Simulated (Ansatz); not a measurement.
What does this script print? It uses the Python package of Ansatz (0.2.0).

The script reads `f2hssi.xyz`:
```text
5

F    -0.28900   -0.50800    1.53930
Si    0.08160    0.01740    0.05840
F     0.05690    1.62370   -0.00090
S    -1.24350   -0.70850   -1.35820
H     1.44390   -0.49830   -0.28000
```

Script `run_energy.py`:
```python
'''Single point of F2HSSi.'''

from dataclasses import dataclass
from pathlib import Path

import ansatz as az
import numpy as np


@dataclass
class Options:
    basis_set: str = 'def2-SVP'
    functional: str = 'hf'


settings = Options()


def main() -> None:
    geometry = az.Crystal.molecule_from_extxyz('f2hssi.xyz')

    base = geometry.calculation()
    base = base.basis(gaussian=settings.basis_set)
    base = base.functional(settings.functional)
    base = base.spin('collinear', total=1)
    base = base.forces().orbitals()
    out = base.run(runs_dir='f2hssi_runs')
    summary = out.report

    for key in ('converged', 'free_energy_ev', 'reference_energy_ev', 'n_frozen', 'n_occupied', 'n_virtual'):
        print(f'{key:22s} {summary[key]}')

    state = summary['mean_field']['state']
    print(f'mean field: {state["energy"]["hartree"]:.7f} Ha, <S^2> = {abs(state["spin_squared"]):.4f}, stability: {state.get("stability", {}).get("kind")}')

    symbols = [site.symbol for site in geometry.cartesian_sites]
    print('forces (eV/A)')
    for symbol, f in zip(symbols, summary['forces_ev_ang']):
        print(f'  {symbol:2s} {f[0]:9.4f} {f[1]:9.4f} {f[2]:9.4f}')

    charges = summary['charge_distribution']
    print('dipole moment', round(4.803205 * float(np.linalg.norm(charges['dipole_moment_e_ang'])), 3), 'D')
    print('Mulliken:', [(s, round(q, 3)) for s, q in zip(symbols, charges['mulliken_charges_e'])])

    lines = Path(summary['orbitals_path']).read_text().splitlines()
    field_of = lambda key: [line.split('=')[1].strip() for line in lines if line.startswith(key)]
    orbitals = [(27.211386 * float(e), s, float(n)) for e, s, n in zip(field_of('Ene='), field_of('Spin='), field_of('Occup='))]
    homo = max(e for e, _, n in orbitals if n > 0.5)
    lumo = min(e for e, _, n in orbitals if n < 0.5)
    print(f'HOMO {homo:.3f} eV, LUMO {lumo:.3f} eV, gap {lumo - homo:.3f} eV')


if __name__ == '__main__':
    main()
```

```console
$ python run_energy.py
converged              True
free_energy_ev         -24100.301784708365
reference_energy_ev    -24100.301784708365
n_frozen               0
n_occupied             [25, 24]
n_virtual              [44, 45]
mean field: -885.6697548 Ha, <S^2> = 0.7575, stability: minimum
forces (eV/A)
  F     0.1573    0.6861   -0.6541
  Si    1.1628   -0.0552    0.5852
  F    -0.0231   -0.6112    0.4715
  S    -0.7105   -0.3589   -0.6538
  H    -0.5865    0.3391    0.2512
dipole moment 1.239 D
Mulliken: [('F', -0.458), ('Si', 1.27), ('F', -0.455), ('S', -0.214), ('H', -0.144)]
HOMO -11.057 eV, LUMO -0.710 eV, gap 10.347 eV
```

Notes:
- Total energies depend on the basis set; only differences at equal settings carry meaning.
- The geometry is a force-field or estimated start, not a minimum of this method, and the basis set is short of its limit.
- The species is open-shell (spin multiplicity 2).
- Levels such as HOMO and LUMO are orbital energies: in Hartree-Fock the gap is too wide and the LUMO hangs on the basis.
- It ran for 3.6 s on 1 thread of Arm Neoverse V2, with other jobs on the host, peak memory 0.21 GiB.

(A comment or docstring line of the script was reworded after the run, the code is as it ran; lines on the test bed's own set-up are left out of the output.)
